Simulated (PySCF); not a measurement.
# C5H13F2NSi2: NMR shifts in solvents

Aim: compute the NMR shifts of C5H13F2NSi2 (`C[Si@@H]1CC[C@@H](C(F)F)[Si@H]1N`), and see what a dielectric continuum does where one was used.

Computed with PySCF 2.14.0, with density-fitted response routines of our own, on a single molecule, in the gas phase or a continuum. Atoms count from 0, in the outputs and in this text.

### 1 The starting structure

23 atoms, charge 0, multiplicity 1; geometry from: GFN2-xTB.

Bonds of the start (Å): C0–Si1 1.90, Si1–C2 1.92, C2–C3 1.53, C3–C4 1.53, C4–C5 1.50, C5–F6 1.36, C5–F7 1.36, C4–Si8 1.92, Si8–N9 1.73, Si8–Si1 2.31, C0–H10 1.09, C0–H11 1.09, C0–H12 1.09, Si1–H13 1.48, C2–H14 1.09, C2–H15 1.09, C3–H16 1.09, C3–H17 1.09, C4–H18 1.09, C5–H19 1.10, Si8–H20 1.47, N9–H21 1.01, N9–H22 1.01.

### 2 Relaxing the molecule at PBE0-D3(BJ)/def2-SVP

What the job is given:

```
{"job": {"xc": "PBE0", "basis": "def2-SVP", "d3": "d3bj", "grid": 1, "kind": "geom"}, "charge": 0, "multiplicity": 1}
C      3.241645    -0.153521    -0.574297
Si     1.677005    -0.238828     0.502427
C      0.575544    -1.721049    -0.023019
C     -0.889576    -1.348391     0.205881
C     -1.241714    -0.021800    -0.472203
C     -2.652766     0.375239    -0.144822
F     -3.573921    -0.428278    -0.747940
F     -2.934851     1.633773    -0.590306
Si     0.025886     1.322373     0.067697
N     -0.584658     1.973390     1.546979
H      3.852594     0.702768    -0.308034
H      2.995664    -0.066617    -1.628364
H      3.853567    -1.041804    -0.452037
H      2.104849    -0.419068     1.904376
H      0.802367    -2.637738     0.520376
H      0.724228    -1.943494    -1.081708
H     -1.544581    -2.142080    -0.166908
H     -1.070646    -1.251563     1.280626
H     -1.189482    -0.154359    -1.556720
H     -2.866480     0.357096     0.933814
H      0.121740     2.298775    -1.033598
H      0.046476     2.489023     2.138900
H     -1.477641     2.443139     1.530420
```

Command:

```bash
$ OMP_NUM_THREADS=1 python probes_run.py task.json out
```

This one command runs all jobs of the session in turn.

What it wrote:

```text
step   0  E = -1030.60141118  max force = 0.017483
step   1  E = -1030.60600486  max force = 0.004750
step   2  E = -1030.60645725  max force = 0.002787
step   3  E = -1030.60665434  max force = 0.001210
step   4  E = -1030.60670275  max force = 0.000776
step   5  E = -1030.60676568  max force = 0.001324
step   6  E = -1030.60681710  max force = 0.001251
step   7  E = -1030.60685298  max force = 0.000706
step   8  E = -1030.60687103  max force = 0.000397
step   9  E = -1030.60688135  max force = 0.000254
optimisation converged
```

Wall time 12 min (1 thread, shared host).

Step by step:

| step | energy from step 0 (eV) | largest force component (eV/Å) |
| --- | --- | --- |
| 0 | 0.0000 | 0.8990 |
| 1 | -0.1250 | 0.2443 |
| 2 | -0.1373 | 0.1433 |
| 3 | -0.1427 | 0.0622 |
| 4 | -0.1440 | 0.0399 |
| 5 | -0.1457 | 0.0681 |
| 6 | -0.1471 | 0.0643 |
| 7 | -0.1481 | 0.0363 |
| 8 | -0.1486 | 0.0204 |
| 9 | -0.1489 | 0.0131 |

Distances of close pairs at the start and the end, largest changes first:

| bond | before (Å) | after (Å) | change (Å) |
| --- | --- | --- | --- |
| Si1–Si8 | 2.314 | 2.344 | +0.030 |
| Si8–H20 | 1.475 | 1.500 | +0.025 |
| Si1–H13 | 1.477 | 1.502 | +0.025 |
| C0–Si1 | 1.901 | 1.881 | -0.020 |
| C0–H12 | 1.086 | 1.101 | +0.016 |
| C0–H10 | 1.085 | 1.101 | +0.015 |
| C0–H11 | 1.086 | 1.101 | +0.015 |
| C2–H15 | 1.092 | 1.105 | +0.013 |

The final coordinates are the input of the step that follows.

| at the end point | value |
| --- | --- |
| point group (found at 0.08 Å tolerance) | C1 |
| rotational constants (GHz, main isotopes) | 1.621, 0.601, 0.491 |
| dipole moment (D) | 2.67 |

### 3 Nuclear shieldings: PBE0/pcSseg-1 in acetonitrile

What the job is given:

```
{"job": {"kind": "nmr", "xc": "PBE0", "basis": "pcSseg-1", "solvent": "acetonitrile", "pop": true}, "charge": 0, "multiplicity": 1}
C      3.625318     0.272554    -0.598106
Si     2.054592     0.014388     0.404980
C      1.075623    -1.542574    -0.103028
C     -0.413743    -1.311876     0.179744
C     -0.933255    -0.023853    -0.478502
C     -2.357306     0.268967    -0.101633
F     -3.213465    -0.643820    -0.626651
F     -2.734317     1.487832    -0.584001
Si     0.231611     1.427928    -0.010694
N     -0.366942     2.192630     1.433411
H      4.143395     1.194573    -0.293752
H      3.389194     0.354153    -1.670182
H      4.321884    -0.569655    -0.463356
H      2.379959    -0.030820     1.870133
H      1.442454    -2.452301     0.398195
H      1.231604    -1.697179    -1.186201
H     -1.017614    -2.173406    -0.151937
H     -0.567635    -1.234735     1.272551
H     -0.906732    -0.132259    -1.578471
H     -2.506997     0.283174     0.991991
H      0.368415     2.352147    -1.184542
H      0.291589     2.482173     2.146813
H     -1.128624     2.859166     1.356035
```

Level: GIAO PBE0/pcSseg-1 NMR shielding, non-relativistic, IEF-PCM acetonitrile.

What it wrote:

```text
coarse grid: 19976 points
cycle   1  E = -1030.8455010829  dE =  9.712e-01  |g| = 8.257e-01  |ddm| = 4.269e+00
cycle   2  E = -1030.7603626189  dE =  8.514e-02  |g| = 1.092e+00  |ddm| = 1.296e+00
cycle   3  E = -1030.9763646266  dE = -2.160e-01  |g| = 6.952e-02  |ddm| = 7.704e-01
cycle   4  E = -1030.9770430769  dE = -6.785e-04  |g| = 3.875e-02  |ddm| = 8.616e-02
cycle   5  E = -1030.9773900636  dE = -3.470e-04  |g| = 4.964e-03  |ddm| = 3.715e-02
cycle   6  E = -1030.9773952026  dE = -5.139e-06  |g| = 1.759e-03  |ddm| = 6.551e-03
final grid: 183928 points
cycle   7  E = -1031.0455345939  dE = -5.021e-05  |g| = 1.037e-02  |ddm| = 3.162e-02
cycle   8  E = -1031.0455174006  dE =  1.719e-05  |g| = 1.389e-02  |ddm| = 2.045e-02
cycle   9  E = -1031.0455593465  dE = -4.195e-05  |g| = 8.697e-04  |ddm| = 1.117e-02
cycle  10  E = -1031.0455594627  dE = -1.162e-07  |g| = 3.006e-04  |ddm| = 8.638e-04
cycle  11  E = -1031.0455594792  dE = -1.650e-08  |g| = 6.222e-05  |ddm| = 2.431e-04
cycle  12  E = -1031.0455594800  dE = -7.415e-10  |g| = 1.972e-05  |ddm| = 6.415e-05
converged SCF energy = -1031.0455594800

GIAO shielding tensors (ppm)
atom      isotropic    diamagn.    paramagn.     s11        s22        s33       span
  0 C      192.595     252.476     -59.882    188.269    190.580    198.935     10.666
  1 Si     380.515     882.703    -502.188    337.634    384.320    419.591     81.957
  2 C      170.003     253.466     -83.463    155.771    165.045    189.192     33.421
  3 C      158.198     249.267     -91.069    137.894    166.339    170.360     32.466
  4 C      144.126     258.084    -113.957    124.340    144.182    163.857     39.517
  5 C       58.933     244.749    -185.816     34.992     68.174     73.632     38.640
  6 F      313.483     472.599    -159.116    221.682    338.055    380.712    159.030
  7 F      300.021     474.258    -174.237    185.480    337.021    377.562    192.082
  8 Si     369.282     881.587    -512.305    335.742    369.482    402.624     66.882
  9 N      264.345     317.110     -52.765    234.047    262.217    296.771     62.725
 10 H       30.949      27.847       3.102     25.887     28.052     38.909     13.022
 11 H       31.085      30.715       0.370     26.093     29.459     37.703     11.611
 12 H       30.719      27.339       3.380     25.562     28.145     38.452     12.890
 13 H       27.340      31.079      -3.739     24.190     25.781     32.050      7.861
 14 H       29.774      30.460      -0.687     24.302     27.674     37.345     13.043
 15 H       30.742      32.586      -1.844     25.901     29.309     37.017     11.116
 16 H       29.195      31.607      -2.412     22.322     29.095     36.167     13.845
 17 H       29.860      33.114      -3.254     26.123     28.705     34.752      8.629
 18 H       30.099      34.000      -3.901     27.129     29.310     33.859      6.730
 19 H       25.237      29.939      -4.702     23.102     25.715     26.895      3.793
 20 H       26.358      30.585      -4.227     23.319     24.475     31.278      7.959
 21 H       30.661      29.912       0.749     22.183     27.074     42.725     20.541
 22 H       30.695      29.338       1.357     21.915     27.521     42.649     20.734
```

It took 2.9 min on 1 thread, shared host.

The references, computed at this level on geometries of the same kind, shield at (ppm): 1H TMS 31.24, 13C TMS 185.5, 29Si TMS 351.8, 19F CFCl3 180.5, 15N NH3 268.5. Their shielding less the atom's gives the shift. The references are single molecules in the same continuum, so shifts against H2O, NH3, PH3, H3PO4 or CFCl3 are not on the usual liquid scales and can be off by tens of ppm. Atoms listed in one row are averaged.

| atoms | environment | σ (ppm) | δ (ppm) |
| --- | --- | --- | --- |
| C5 | sp3 CH bonded to 2 F | 58.9 | 126.5 |
| C4 | sp3 CH bonded to Si | 144.1 | 41.3 |
| C3 | sp3 CH2 in a ring | 158.2 | 27.3 |
| C2 | sp3 CH2 bonded to Si | 170.0 | 15.5 |
| C0 | methyl carbon bonded to Si | 192.6 | -7.1 |
| H19 | hydrogen on an sp3 CH bonded to 2 F | 25.24 | 6.00 |
| H20 | hydrogen on a silicon bonded to C, N, Si, in a 5-membered ring | 26.36 | 4.88 |
| H13 | hydrogen on a silicon bonded to 2 C, Si, in a 5-membered ring | 27.34 | 3.90 |
| H16 | hydrogen on an sp3 CH2 in a ring | 29.19 | 2.05 |
| H14 | hydrogen on an sp3 CH2 bonded to Si | 29.77 | 1.47 |
| H17 | hydrogen on an sp3 CH2 in a ring | 29.86 | 1.38 |
| H18 | hydrogen on an sp3 CH bonded to Si | 30.10 | 1.14 |
| H21, H22 | hydrogen on a nitrogen bonded to Si | 30.68 | 0.56 |
| H15 | hydrogen on an sp3 CH2 bonded to Si | 30.74 | 0.50 |
| H10, H11, H12 | hydrogen on a methyl carbon bonded to Si | 30.92 | 0.32 |
| Si8 | silicon bonded to C, N, Si, H, in a 5-membered ring | 369.3 | -17.5 |
| Si1 | silicon bonded to 2 C, Si, H, in a 5-membered ring | 380.5 | -28.7 |
| F7 | fluorine of a CF2 group | 300.0 | -119.5 |
| F6 | fluorine of a CF2 group | 313.5 | -133.0 |
| N9 | nitrogen bonded to Si, 2 H | 264.3 | 4.2 |

Charges from the same density, by scheme (e):

| atoms | Mulliken | IAO | Hirshfeld | ESP fit |
| --- | --- | --- | --- | --- |
| C0 | -0.63 | -0.70 | -0.21 | -0.83 |
| Si1 | 0.45 | 0.61 | 0.28 | 0.59 |
| C2 | -0.49 | -0.53 | -0.16 | -0.38 |
| C3 | -0.21 | -0.24 | -0.07 | -0.11 |
| C4 | -0.63 | -0.42 | -0.14 | -0.22 |
| C5 | 0.59 | 0.45 | 0.14 | 0.34 |
| F6 | -0.32 | -0.32 | -0.12 | -0.25 |
| F7 | -0.33 | -0.32 | -0.11 | -0.22 |
| Si8 | 0.68 | 0.72 | 0.28 | 0.42 |
| N9 | -0.68 | -0.84 | -0.32 | -1.08 |

Mayer bond orders: C0–Si1 0.97, Si1–C2 0.91, C2–C3 1.04, C3–C4 0.99, C4–C5 1.03, C5–F6 0.94, C5–F7 0.91, C4–Si8 0.80, Si8–N9 1.03, Si8–Si1 0.95.

Ring of atoms Si1, C2, C3, C4, Si8: NICS(0) -3.6, NICS(1) -3.4, NICS(1)zz 0.2 ppm (means of both faces).

### 4 Shielding tensors: PBE0/pcSseg-1 in dichloromethane

Settings changed since step 3:

```diff
@@ -1,2 +1,2 @@
-{"job": {"kind": "nmr", "xc": "PBE0", "basis": "pcSseg-1", "solvent": "acetonitrile", "pop": true}, "charge": 0, "multiplicity": 1}
+{"job": {"kind": "nmr", "xc": "PBE0", "basis": "pcSseg-1", "solvent": "dichloromethane", "pop": false}, "charge": 0, "multiplicity": 1}
 C      3.625318     0.272554    -0.598106
```

With the program's defaults for keys left out, this is: GIAO PBE0/pcSseg-1 NMR shielding, non-relativistic, IEF-PCM dichloromethane.

What it wrote:

```text
coarse grid: 19976 points
cycle   1  E = -1030.8440160004  dE =  9.726e-01  |g| = 8.268e-01  |ddm| = 4.269e+00
cycle   2  E = -1030.7579052014  dE =  8.611e-02  |g| = 1.095e+00  |ddm| = 1.298e+00
cycle   3  E = -1030.9752503218  dE = -2.173e-01  |g| = 6.993e-02  |ddm| = 7.741e-01
cycle   4  E = -1030.9759393140  dE = -6.890e-04  |g| = 3.889e-02  |ddm| = 8.690e-02
cycle   5  E = -1030.9762887209  dE = -3.494e-04  |g| = 5.075e-03  |ddm| = 3.746e-02
cycle   6  E = -1030.9762941125  dE = -5.392e-06  |g| = 1.795e-03  |ddm| = 6.727e-03
final grid: 183928 points
cycle   7  E = -1031.0444387464  dE = -5.002e-05  |g| = 1.044e-02  |ddm| = 3.165e-02
cycle   8  E = -1031.0444209202  dE =  1.783e-05  |g| = 1.404e-02  |ddm| = 2.068e-02
cycle   9  E = -1031.0444638174  dE = -4.290e-05  |g| = 8.801e-04  |ddm| = 1.136e-02
cycle  10  E = -1031.0444639376  dE = -1.202e-07  |g| = 3.032e-04  |ddm| = 8.825e-04
cycle  11  E = -1031.0444639545  dE = -1.688e-08  |g| = 6.249e-05  |ddm| = 2.453e-04
cycle  12  E = -1031.0444639552  dE = -7.446e-10  |g| = 1.991e-05  |ddm| = 6.412e-05
converged SCF energy = -1031.0444639552

GIAO shielding tensors (ppm)
atom      isotropic    diamagn.    paramagn.     s11        s22        s33       span
  0 C      192.471     252.454     -59.984    188.160    190.411    198.840     10.680
  1 Si     380.781     882.726    -501.945    337.871    384.501    419.973     82.102
  2 C      169.913     253.447     -83.534    155.682    164.901    189.156     33.473
  3 C      158.174     249.269     -91.094    137.892    166.318    170.312     32.420
  4 C      144.033     258.081    -114.047    124.341    144.039    163.720     39.379
  5 C       59.077     244.632    -185.556     35.202     68.213     73.815     38.614
  6 F      312.749     472.502    -159.752    220.929    337.444    379.875    158.947
  7 F      299.491     474.181    -174.689    185.071    336.639    376.765    191.694
  8 Si     369.294     881.569    -512.275    335.789    369.446    402.646     66.857
  9 N      264.175     316.985     -52.810    233.692    261.956    296.877     63.185
 10 H       30.958      27.861       3.096     25.902     28.064     38.907     13.005
 11 H       31.099      30.721       0.378     26.117     29.474     37.707     11.591
 12 H       30.726      27.353       3.373     25.574     28.153     38.450     12.875
 13 H       27.326      31.065      -3.739     24.175     25.761     32.041      7.865
 14 H       29.776      30.471      -0.695     24.309     27.679     37.341     13.032
 15 H       30.768      32.606      -1.838     25.932     29.339     37.032     11.100
 16 H       29.185      31.594      -2.410     22.316     29.076     36.161     13.845
 17 H       29.871      33.122      -3.251     26.140     28.715     34.759      8.619
 18 H       30.118      34.012      -3.894     27.154     29.324     33.876      6.722
 19 H       25.258      29.954      -4.696     23.125     25.741     26.908      3.783
 20 H       26.336      30.544      -4.208     23.298     24.450     31.259      7.961
 21 H       30.729      29.965       0.764     22.254     27.186     42.746     20.493
 22 H       30.739      29.376       1.363     21.959     27.598     42.660     20.701
```

Wall time 2.8 min (1 thread, shared host).

Key values: δ C5 126.2, C4 41.3, C3 27.1, C2 15.4, H19 5.98, H20 4.91 ppm.

### 5 Run by run: NMR shifts

Shifts (ppm) of some atoms, chosen among heavy atoms and hydrogens apart, means over like atoms, with basis size and wall time:

| run | C5 | C3 | H20 | H21 | Si1 | F6 | N9 | functions | time |
| --- | --- | --- | --- | --- | --- | --- | --- | --- | --- |
| PBE0/pcSseg-1 in acetonitrile | 126.5 | 27.3 | 4.88 | 0.56 | -28.7 | -133.0 | 4.2 | 249 | 2.9 min |
| PBE0/pcSseg-1 in dichloromethane | 126.2 | 27.1 | 4.91 | 0.51 | -29.0 | -132.7 | 4.0 | 249 | 2.8 min |

The continuum's effect on the ground state:

| solvent | ε | polarisation energy (Eh) | μ (D) |
| --- | --- | --- | --- |
| dichloromethane | 8.93 | -0.0080 | 3.29 |
| acetonitrile | 35.69 | -0.0092 | 3.36 |

### 6 What came out

```
                                                                            quantity                                                           value
                                                                         point group                                                              C1
                                                rotational constants (main isotopes)                                            1.62, 0.60, 0.49 GHz
                                13C shifts against TMS (PBE0/pcSseg-1, acetonitrile)                               126.5, 41.3, 27.3, 15.5, -7.1 ppm
1H shifts against TMS (PBE0/pcSseg-1, acetonitrile, means over atoms taken as alike)  6.00, 4.88, 3.90, 2.05, 1.47, 1.38, 1.14, 0.56, 0.50, 0.32 ppm
                               29Si shifts against TMS (PBE0/pcSseg-1, acetonitrile)                                                -17.5, -28.7 ppm
                              19F shifts against CFCl3 (PBE0/pcSseg-1, acetonitrile)                                              -119.5, -133.0 ppm
                                15N shifts against NH3 (PBE0/pcSseg-1, acetonitrile)                                                         4.2 ppm
                                                            range of the shift of F6                                            -133.0 to -132.7 ppm
```

What this shows: The optimisation took 9 steps and gained 0.149 eV; among the close pairs (by a distance rule), Si1–Si8 changed most, from 2.314 to 2.344 Å. H19 (hydrogen on an sp3 CH bonded to 2 F) lies farthest downfield among hydrogen, at 6.00 ppm; its carbon carries F, an electronegative neighbour. At PBE0/pcSseg-1: Shielding is most anisotropic at F7 (span 192 ppm, paramagnetic term -174 ppm). Across the 2 runs the shift of F6 moves most, between -133.0 (PBE0/pcSseg-1 in acetonitrile) and -132.7 ppm (PBE0/pcSseg-1 in dichloromethane). The continuum holds electrostatics alone: no hydrogen bonds to the solvent, and the gas-phase geometry is kept.
